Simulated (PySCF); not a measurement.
# CH9GeN3: the cost of one run

Programs: PySCF 2.14.0, with density-fitted response routines of our own. Each step states its level of theory. These are calculated values for one molecule in the gas phase, unless marked as measured. Atoms are numbered from 0 throughout.

## Step 1: The molecule as given

14 atoms, charge 0, multiplicity 1; geometry from: GFN2-xTB. The atoms were then displaced at random by about 0.01 Å, so the start is not that level's minimum.

Bonds of the start (Å): C0–N1 1.43, N1–Ge2 1.82, Ge2–N3 1.84, Ge2–N4 1.82, C0–H5 1.10, C0–H6 1.12, C0–H7 1.08, N1–H8 1.03, Ge2–H9 1.53, N3–H10 1.02, N3–H11 0.98, N4–H12 1.00, N4–H13 0.99.

## Step 2: Relaxing the molecule at PBE0-D3(BJ)/def2-SVP

The job: settings as JSON, then the geometry in Å.

```
{"job": {"xc": "PBE0", "basis": "def2-SVP", "d3": "d3bj", "grid": 1, "shake": 0.01, "kind": "geom"}, "charge": 0, "multiplicity": 1}
C     -1.857970    -0.245050    -0.171820
N     -1.072540    -0.185950     1.023260
Ge     0.714750     0.122680     0.955600
N      1.168050     1.421520    -0.263040
N      1.694400    -1.296080     0.361470
H     -2.787350    -0.800590     0.000190
H     -2.163400     0.772270    -0.532020
H     -1.289670    -0.696220    -0.971510
H     -1.561760     0.286180     1.794770
H      1.134700     0.347430     2.413170
H      0.741970     2.335030    -0.081330
H      2.125180     1.520700    -0.452610
H      1.479470    -2.160750     0.815960
H      1.667020    -1.436230    -0.619820
```

Command:

```bash
$ OMP_NUM_THREADS=1 python probes_run.py task.json out
```

This one command runs all jobs of the session in turn.

Q: Estimate the wall time and peak memory of this first job on 1 thread of Arm Neoverse V2, shared host.

About 67 s, with a peak of 0.57 GiB.
